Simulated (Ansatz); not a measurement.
# InHF (SMILES [F][InH]) at 5 levels

We compute a comparison of 5 runs (UHF/STO-3G, UBHLYP/STO-3G, RPA@PBE/STO-3G, UBCCD(T)/STO-3G, UCCSDT/STO-3G) of InHF. 

The calculation is run with Ansatz 0.2.0.

65 further runs of the same task are left out: 9 that didn't finish, 56 set aside as unsound or not needed.

### Step 1. The system as given

InHF: 3 atoms, total charge 0, spin state doublet. As SMILES, `[F][InH]`. The In2–F1 distance was set to 2.954 Å, away from the relaxed value. At this shape a bond of the SMILES string is far longer than usual.

Bond lengths: In2–H3 1.779 Å.

### Step 2. The energy at UHF/STO-3G (run 1)

Input file input.yaml:

```yaml
crystal:
  periodic: [false, false, false]
  atoms:
    - {symbol: F, position_ang: [1.893835, 1.306694, 1.163841]}
    - {symbol: In, position_ang: [-0.522500, 0.355100, -0.244800]}
    - {symbol: H, position_ang: [-0.576900, -1.409400, -0.462800]}
basis:
  gaussian:
    orbitals: STO-3G
magnetization:
  spin_polarized: true
  initial_magnetization: 1
hamiltonian:
  xc: hf
accuracy: high
```

On the command line:

```bash
$ ansatz run input.yaml --threads 1 --pin off --max-ram 2610MiB --events-out events.jsonl --progress --plain --runs-dir runs
```

The log of the run:

```text
Warning: RAYON_NUM_THREADS=1 ignored (pool sized by the plan → 1); use --threads N
Functional definition: HF
  name "HF"
  exchange = exact_x
  correlation = 0
565 factors; integrals over basis functions are off by at most 4.6e-8 eV
mean field evaluation 1: about -157310.8843 eV, gradient 9.1e0 eV
mean field evaluation 2: about -157310.9059 eV, gradient 9.1e0 eV
mean field evaluation 4: about -157314.3532 eV, gradient 1.1e1 eV
mean field evaluation 8: about -157318.9845 eV, gradient 6.5e-1 eV
mean field evaluation 16: about -157319.0389 eV, gradient 3.3e-3 eV
mean field evaluation 32: about -157318.9610 eV, gradient 1.5e-1 eV
mean field evaluation 64: about -157318.8170 eV, gradient 5.4e-1 eV
mean field evaluation 96: about -157318.8450 eV, gradient 3.5e-1 eV
mean field evaluation 128: about -157316.5791 eV, gradient 2.5e-1 eV
mean field evaluation 160: about -157316.2349 eV, gradient 4.6e0 eV
mean field evaluation 192: about -157318.8054 eV, gradient 9.3e-1 eV
mean field -157319.03290929 eV, -5781.3678247460 hartree, gradient 2.6e-8 eV, S^2 0.967629; 6 other end points of the search recorded, 0 dependent functions left out
reference -157319.03290929 eV, -5781.3678247460 hartree; 30, 29 occupied and 3, 4 virtual orbitals, 565 factors
Total energy: -157319.03290929 eV, -5781.3678247460 hartree
```

It took 2.1 s on 1 thread of Arm Neoverse V2, shared host; peak memory 0.1 GiB.

### Step 3. A single-point energy at UBHLYP/STO-3G (run 2)

Input file job.yaml:

```yaml
crystal:
  periodic: [false, false, false]
  atoms:
    - {symbol: F, position_ang: [1.893835, 1.306694, 1.163841]}
    - {symbol: In, position_ang: [-0.522500, 0.355100, -0.244800]}
    - {symbol: H, position_ang: [-0.576900, -1.409400, -0.462800]}
basis:
  gaussian:
    orbitals: STO-3G
accuracy: high
magnetization:
  spin_polarized: true
  initial_magnetization: 1
hamiltonian:
  xc: {name: BHLYP}
```

On the command line:

```bash
$ ansatz run job.yaml --threads 1 --pin off --max-ram 2610MiB --events-out events.jsonl --progress --plain --runs-dir runs
```

The log of the run:

```text
Warning: RAYON_NUM_THREADS=1 ignored (pool sized by the plan → 1); use --threads N
Functional definition: BHLYP
  name "BHLYP"
  parameter a = 0.5
  exchange = (1 - a)*b88_x + a*exact_x
  correlation = lyp_c
565 factors; integrals over basis functions are off by at most 4.6e-8 eV
mean field evaluation 1: about -157378.4244 eV, gradient 1.1e1 eV
mean field evaluation 2: about -157087.5416 eV, gradient 9.1e1 eV
mean field evaluation 4: about -157366.0315 eV, gradient 5.2e1 eV
mean field evaluation 8: about -157379.2755 eV, gradient 2.5e1 eV
mean field evaluation 16: about -157385.8852 eV, gradient 2.4e-2 eV
mean field evaluation 32: about -157385.8646 eV, gradient 3.4e-1 eV
mean field -157385.88524130 eV, -5783.8246026332 hartree, gradient 2.4e-8 eV, S^2 0.829051; 4 other end points of the search recorded, 0 dependent functions left out
reference -157385.88525807 eV, -5783.8246032495 hartree; 30, 29 occupied and 3, 4 virtual orbitals, 565 factors
Total energy: -157385.88525807 eV, -5783.8246032495 hartree
```

Wall time 3.9 s (1 thread of Arm Neoverse V2, shared host); peak memory 0.16 GiB.

### Step 4. The energy at RPA@PBE/STO-3G (run 3)

job.yaml: that of step 3 with these lines changed.

```diff
@@ -9,3 +9,2 @@
     orbitals: STO-3G
-accuracy: high
 magnetization:
@@ -14,2 +13,6 @@
 hamiltonian:
-  xc: {name: BHLYP}
+  xc: pbe
+correlation:
+  method: rpa
+  frozen_orbitals: {F: 1, H: 0, In: 18}
+accuracy: high
```

On the command line:

```bash
$ ansatz run job.yaml --threads 1 --pin off --max-ram 2610MiB --events-out events.jsonl --progress --plain --runs-dir runs
```

The log of the run, cut to the lines that bear on the results:

```text
Warning: RAYON_NUM_THREADS=1 ignored (pool sized by the plan → 1); use --threads N
Functional definition: PBE
  name "PBE"
[...]
565 factors; integrals over basis functions are off by at most 4.6e-8 eV
[...]
mean field -157362.33181528 eV, -5782.9590301922 hartree, gradient 3.3e-8 eV, S^2 0.762353; 10 other end points of the search recorded, 0 dependent functions left out
19 core orbitals not correlated: weight in the atoms' cores, before any rotation towards them, 1.000 or more for the frozen orbitals, at most 0.000 for the correlated occupied ones
reference -157315.51882291 eV, -5781.2386844533 hartree; 11, 10 occupied and 3, 4 virtual orbitals, 565 factors
Total energy: -157320.98422009 eV, -5781.4395340952 hartree
```

Wall time 11 s (1 thread of Arm Neoverse V2, shared host); peak memory 0.14 GiB.

Run 4 isn't shown in full; the table further down has it.

### Step 5. A single-point energy at UCCSDT/STO-3G (run 5)

input.yaml: that of step 2 with these lines changed.

```diff
@@ -7,9 +7,6 @@
 basis:
-  gaussian:
-    orbitals: STO-3G
-magnetization:
-  spin_polarized: true
-  initial_magnetization: 1
-hamiltonian:
-  xc: hf
+  gaussian: {orbitals: STO-3G}
+magnetization: {spin_polarized: true, initial_magnetization: 1}
+correlation: {method: ccsdt, frozen_orbitals: {F: 1, H: 0, In: 18}}
 accuracy: high
+scf: {omitted_lower_state_checks: [cluster_reference, increment]}
```

On the command line:

```bash
$ ansatz run input.yaml --threads 1 --pin off --max-ram 2610MiB --events-out events.jsonl --progress --plain --runs-dir runs
```

The log of the run:

```text
Warning: RAYON_NUM_THREADS=1 ignored (pool sized by the plan → 1); use --threads N
[... 17 lines left out ...]
19 core orbitals not correlated: weight in the atoms' cores, before any rotation towards them, 1.000 or more for the frozen orbitals, at most 0.000 for the correlated occupied ones
[... 129 lines left out ...]
Total energy: -157320.17418898 eV, -5781.4097660010 hartree
Checks for a lower state left out: cluster_reference, increment
```

Wall time 6.6 s (1 thread of Arm Neoverse V2, shared host); peak memory 0.13 GiB.

### Step 6. All runs side by side

```tsv
run	level	frozen core orbitals	energy (Eh)	⟨S²⟩	wall time
1	UHF/STO-3G	–	-5781.367825	0.968	2.1 s
2	UBHLYP/STO-3G	–	-5783.824603	0.829	3.9 s
3	RPA@PBE/STO-3G	19	-5781.439534	0.762	11 s
4	UBCCD(T)/STO-3G	19	-5781.409540	0.968	4.5 s
5	UCCSDT/STO-3G	19	-5781.409766	0.968	6.6 s
```

### Step 7. Summary of results

| quantity | value |
| --- | --- |
| run 5: total energy | -5781.40977 Eh |
| run 5: correlation energy (19 core orbitals frozen) | -41.9 mEh |
| run 5: ⟨S²⟩ of the reference determinant | 0.968 |
| run 5: T1 diagnostic | 0.044 |

Below the UHF energy at the same shape and in the same basis (STO-3G): UBCCD(T) -41.7 mEh; UCCSDT -41.9 mEh. In runs 1, 2, 3, 4, 5 the basis is minimal, so the values are rough. In runs 1, 2, 3, 4, 5 relativity is left out where basis or elements ask for it. Spin contamination of the reference: run 1 ⟨S²⟩ = 0.97, run 4 ⟨S²⟩ = 0.97, run 5 ⟨S²⟩ = 0.97. All runs together took 29 s, the longest 11 s.
